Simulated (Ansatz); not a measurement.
# C₆H₁₄S: vertical ionisation energy

How much energy removes an electron from C₆H₁₄S at fixed geometry? The cation is run at each level and the neutral's energy taken from earlier runs.

Program: Ansatz 0.2.0, Gaussian basis. Level of theory: unrestricted cation, the program's frozen cores in correlated methods. These are calculated values, not measurements.

Plan: UKS PBE-D4/def2-TZVPP; UKS r2SCAN-D4/def2-TZVPP; UKS PBE0-D4/def2-TZVPP; UKS B3LYP-D4/def2-TZVPP; UKS wB97X-V/def2-TZVPP; UKS wB97M-V/def2-TZVPP; UKS B2PLYP/def2-TZVPP; UHF-CCSD(T)/def2-TZVPP; UHF-MP2/def2-QZVPP; extrapolation to the limit; then −ε(HOMO) from the neutral's earlier runs with LDA (SPW92), PBE-D4, revPBE-D4, BLYP-D4, r2SCAN-D4, B97M-V, PBE0-D4, B3LYP-D4, r2SCANh-D4, r2SCAN0-D4, HSE06-D4, BHLYP-D4, CAM-B3LYP-D4, LC-ωPBE, ωB97X-V, ωB97M-V.

## 1. The geometry

All runs share one geometry, relaxed beforehand with PBE0-D4 in a triple-zeta def2 set.

SMILES `CCCCCCS`, 21 atoms, charge 0, spin multiplicity 1.

Atoms are counted from 1 here; the program's logs count them from 0.

Bond lengths: C1–C2 1.519 Å, C1–H8 1.094 Å, C1–H9 1.092 Å, C1–H10 1.094 Å, C2–C3 1.521 Å, C2–H11 1.095 Å, C2–H12 1.097 Å, C3–C4 1.522 Å, C3–H13 1.098 Å, C3–H14 1.096 Å, C4–C5 1.520 Å, C4–H15 1.094 Å, C4–H16 1.098 Å, C5–C6 1.519 Å, C5–H17 1.097 Å, C5–H18 1.096 Å, C6–S7 1.815 Å, C6–H19 1.091 Å and more. Angles: C2–C1–H8 111.0°, C2–C1–H9 111.7°, C2–C1–H10 111.1°, H8–C1–H9 107.7°, H8–C1–H10 107.4°, H9–C1–H10 107.7°, C1–C2–C3 112.7°, C1–C2–H11 109.2°, C1–C2–H12 109.7°, C3–C2–H11 110.0°, C3–C2–H12 109.0°, H11–C2–H12 106.1°, C2–C3–C4 114.7°, C2–C3–H13 109.2°, C2–C3–H14 108.6°, C4–C3–H13 109.2°, C4–C3–H14 108.8°, H13–C3–H14 105.8° and more.

As a file:

```csv
atom,x (Å),y (Å),z (Å)
C1,-2.16800,-1.02580,2.16527
C2,-1.24119,-0.12453,1.36796
C3,-0.99912,-0.63455,-0.04472
C4,-0.14163,0.27589,-0.91189
C5,1.28702,0.43693,-0.41961
C6,2.16996,1.25027,-1.35095
S7,2.46706,0.50436,-2.97816
H8,-1.75420,-2.03433,2.25464
H9,-2.33195,-0.64385,3.17553
H10,-3.14426,-1.11421,1.68018
H11,-0.28824,-0.02689,1.89850
H12,-1.66430,0.88602,1.31563
H13,-0.53580,-1.62839,0.00476
H14,-1.96833,-0.78029,-0.53554
H15,-0.11491,-0.11712,-1.93267
H16,-0.61169,1.26592,-0.97533
H17,1.73756,-0.55140,-0.26707
H18,1.29527,0.93114,0.55857
H19,3.13366,1.46925,-0.88835
H20,1.70077,2.21197,-1.57834
H21,3.17235,-0.55042,-2.53840
```

## 2. Cation, UKS PBE-D4/def2-TZVPP

File in.yaml:

```yaml
crystal:
  periodic: [false, false, false]
  atoms:
    - {symbol: C, position_ang: [-2.167997, -1.025801, 2.165270]}
    - {symbol: C, position_ang: [-1.241194, -0.124532, 1.367961]}
    - {symbol: C, position_ang: [-0.999121, -0.634554, -0.044716]}
    - {symbol: C, position_ang: [-0.141628, 0.275892, -0.911894]}
    - {symbol: C, position_ang: [1.287024, 0.436926, -0.419609]}
    - {symbol: C, position_ang: [2.169959, 1.250270, -1.350949]}
    - {symbol: S, position_ang: [2.467055, 0.504365, -2.978164]}
    - {symbol: H, position_ang: [-1.754203, -2.034333, 2.254638]}
    - {symbol: H, position_ang: [-2.331954, -0.643848, 3.175533]}
    - {symbol: H, position_ang: [-3.144257, -1.114206, 1.680176]}
    - {symbol: H, position_ang: [-0.288243, -0.026888, 1.898497]}
    - {symbol: H, position_ang: [-1.664302, 0.886019, 1.315633]}
    - {symbol: H, position_ang: [-0.535805, -1.628386, 0.004758]}
    - {symbol: H, position_ang: [-1.968332, -0.780291, -0.535539]}
    - {symbol: H, position_ang: [-0.114910, -0.117116, -1.932667]}
    - {symbol: H, position_ang: [-0.611689, 1.265923, -0.975330]}
    - {symbol: H, position_ang: [1.737564, -0.551396, -0.267072]}
    - {symbol: H, position_ang: [1.295266, 0.931140, 0.558570]}
    - {symbol: H, position_ang: [3.133662, 1.469255, -0.888350]}
    - {symbol: H, position_ang: [1.700767, 2.211967, -1.578342]}
    - {symbol: H, position_ang: [3.172347, -0.550418, -2.538404]}
basis:
  gaussian: {orbitals: def2-TZVPP}
total_charge: 1
magnetization: {spin_polarized: true, initial_magnetization: 1}
hamiltonian: {xc: pbe, dispersion: d4}
```

Command:

```bash
> ansatz run in.yaml --threads 2 --pin off --events-out ev --progress --plain --max-ram 32768MiB --backend cuda --devices 0, --max-vram 18GiB
```

Further steps of the session: Cation, UKS r2SCAN-D4/def2-TZVPP; Cation, UKS PBE0-D4/def2-TZVPP; Cation, UKS B3LYP-D4/def2-TZVPP; Cation, UKS wB97X-V/def2-TZVPP; Cation, UKS wB97M-V/def2-TZVPP; Cation, UKS B2PLYP (frozen core)/def2-TZVPP; Cation, UHF-CCSD(T)/def2-TZVPP; Cation, UHF-MP2/def2-QZVPP.

Before running them: what should the planned runs give, taken together? Wanted: ionisation energy, CCSD(T)/CBS; nearest functional by difference; nearest −ε(HOMO); −ε(HOMO) of PBE; T1 of the cation.

The runs gave:

| quantity | value |
| --- | --- |
| ionisation energy, CCSD(T)/CBS | 9.24 eV |
| nearest functional by difference | ωB97X-V (-0.13 eV) |
| nearest −ε(HOMO) | ωB97X-V (-0.10 eV) |
| −ε(HOMO) of PBE | 5.48 eV |
| T1 of the cation | 0.014 |

What this shows: By cation minus neutral, the functionals miss by 0.57 eV at most. −ε(HOMO) of PBE misses by 3.8 eV, since self-interaction lifts the level. Among orbital estimates ωB97X-V comes nearest. Hartree-Fock falls 1.26 eV short, as the neutral has more correlation energy than the cation.
